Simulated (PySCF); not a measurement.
**ScSe: bond curves at several levels of theory**

One job finds the state of ScSe, follows it along the bond with each method and fits the curves.

Method: Sc x2c-TZVPPall, Se x2c-TZVPPall, spin-free X2C with a Gaussian nucleus; program: PySCF 2.14.0.

## Step 1: The job

A driver script around PySCF takes these settings:

- atoms: Sc, Se
- charge: 0
- basis: Sc x2c-TZVPPall, Se x2c-TZVPPall
- Hamiltonian: spin-free X2C with a Gaussian nucleus
- basis functions: 112
- electrons treated: 55
- masses in u: 44.9559, 79.9165
- levels: PBE0, PBE, r²SCAN, MN15, BLYP, TPSSh, BP86, CAM-B3LYP, HF, MP2, SCS-MP2
- grid: 80 radial by 434 angular points
- occupations: held fixed by the projection of orbital angular momentum
- dissociation limit: Sc + Se, each in its ground configuration
- starting distance in angstrom: 2.435
- values of 2S to try: 1, 3, 5

Command:

```
OMP_NUM_THREADS=2 python dia.py task.json out
```

The runs that follow: The PBE0 curve of the state that the search chose; Higher solutions at PBE0; PBE; r²SCAN (meta-GGA); MN15 (hybrid meta-GGA); BLYP; TPSSh; BP86 (GGA); CAM-B3LYP; UHF (mean field).

What does the calculation give? Wanted: for each run, Re; ωe; De; μ.

As calculated:

Lowest PBE0 solution found, without spin–orbit coupling: ²Σ⁺ (doublet), unpaired electrons σ ↑. State 2 has its PBE0 minimum 0.66 eV higher. State 3 has its PBE0 minimum 1.00 eV higher. State 4 has its PBE0 minimum 1.50 eV higher. The other levels ran on the lowest alone.

| level | Re (Å) | ωe (cm⁻¹) | De (eV) | μ (D) |
| --- | --- | --- | --- | --- |
| PBE | 2.268 | 415 | 4.95 | -5.03 |
| BLYP | 2.286 | 403 | 4.65 | -5.08 |
| BP86 | 2.269 | 414 | 4.93 | -5.11 |
| r²SCAN | 2.259 | 430 | 4.77 | -5.44 |
| TPSSh | 2.260 | 429 | 4.62 | -5.46 |
| PBE0 | 2.250 | 439 | 4.37 | -5.70 |
| MN15 | 2.240 | 444 | 3.93 | -5.88 |
| CAM-B3LYP | 2.245 | 446 | 4.01 | -6.12 |

De is counted to Sc + Se in their ground configurations. A positive dipole means Sc(−)Se(+). No constants: UHF (the points don't follow one smooth fit); UHF-MP2 (the points don't follow one smooth fit); UHF-SCS-MP2 (the points don't follow one smooth fit).

What this shows: The methods spread over 0.047 Å in bond length, from MN15 to BLYP. Among the levels with a De in the table, it runs from 3.93 eV (MN15) to 4.95 eV (PBE).

Correlated steps freeze 14 core orbitals. With d or f electrons several states lie close, and the lowest PBE0 determinant need not be the measured ground state.
